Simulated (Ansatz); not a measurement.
**CaCdF4: the band gap up the ladder of functionals**

One table from this session's results is given with a row withheld; the runs are named, their logs left out.

Code: Ansatz 0.2.0. PAW datasets, plane waves. (Calculated; spin-unpolarised; the phase may be known or hypothetical.)

## Starting point

The cell was relaxed beforehand with r2SCAN.

The symmetry is P4/mmm (No. 123, tetragonal); conventional cell a = 3.829 Å, c = 5.415 Å, 13.23 Å³ an atom. Around Cd lie 8 F at 2.34 Å; around F lie 2 Cd at 2.34 Å and 2 Ca at 2.35 Å; around Ca lie 8 F at 2.35 Å.

Structure file:

```
Cd F Ca
1.0
     3.82867    0.00000    0.00000
     0.00000    3.82867    0.00000
     0.00000    0.00000    5.41486
Cd F Ca
1 4 1
Cartesian
  0.0000 0.0000 0.0000
  0.0000 1.9143 4.0653
  0.0000 1.9143 1.3496
  1.9143 0.0000 1.3496
  1.9143 0.0000 4.0653
  1.9143 1.9143 2.7074
```

The first run:

input.yaml reads:

```yaml
crystal:
  lattice:
    - [3.8286744724, 0.0, 0.0]
    - [0.0, 3.8286744724, 0.0]
    - [0.0, 0.0, 5.4148610482]
  atoms:
    - { symbol: Cd, position: [0.0, 0.0, 0.0] }
    - { symbol: F, position: [0.0, 0.5, 0.750768484] }
    - { symbol: F, position: [0.0, 0.5, 0.249231516] }
    - { symbol: Ca, position: [0.5, 0.5, 0.5] }
    - { symbol: F, position: [0.5, 0.0, 0.249231516] }
    - { symbol: F, position: [0.5, 0.0, 0.750768484] }
kpoints:
  mp_grid: { grid: [6, 6, 6] }
  band_path:
    path:
      - [[0.0, 0.0, 0.0], [-1.315779866749e-51, 0.5, 0.0], [0.5, 0.5, 0.0], [0.0, 0.0, 0.0], [0.0, 0.0, 0.5], [-1.315779866749e-51, 0.5, 0.5], [0.5, 0.5, 0.5], [0.0, 0.0, 0.5]]
      - [[-1.315779866749e-51, 0.5, 0.0], [-1.315779866749e-51, 0.5, 0.5]]
      - [[0.5, 0.5, 0.0], [0.5, 0.5, 0.5]]
    npoints: 10
hamiltonian:
  xc: pbe
scf:
  occupations: { method: fermi_dirac, width: 0.02 }
  n_extra_bands: 5
output:
  forces: true
  stress: true
  eigenvalues: true
```

Launch:

```bash
$ ansatz run input.yaml --threads 2 --pin off --max-ram 29491MiB --backend cpu --events-out ev --progress --plain --runs-dir out
```

Steps of the session up to this table: PBE band path; r2SCAN at the same geometry; Single point with HSE06; PBE+SOC at the same geometry; Single point with PBE0.

One of the session's tables, all rows but one given; the rest of the session is left out.

| level | gap (eV) |
| --- | --- |
| PBE | 4.29 |
| r2SCAN | 4.98 |
| HSE06 | 6.38 |
| PBE+SOC | 4.29 |
| PBE0 | ? |

Q: Estimate the row for PBE0 from the others.

As computed: gap (eV): 7.14. In the column «gap (eV)» it is the highest.

Meshes: PBE 6×6×6, r2SCAN 6×6×6, HSE06 4×4×4, PBE+SOC 6×6×6, PBE0 4×4×4

The gap runs from 4.29 eV (PBE+SOC) to 7.14 eV (PBE0). PBE reaches 67 % of the HSE06 value, and r2SCAN 78 %. PBE0 lies 0.76 eV above HSE06, which differs from it by screening the long-range exchange.

Limits of these values: Warnings in the runs' records: stress scf threshold loose, stress exchange threshold loose.
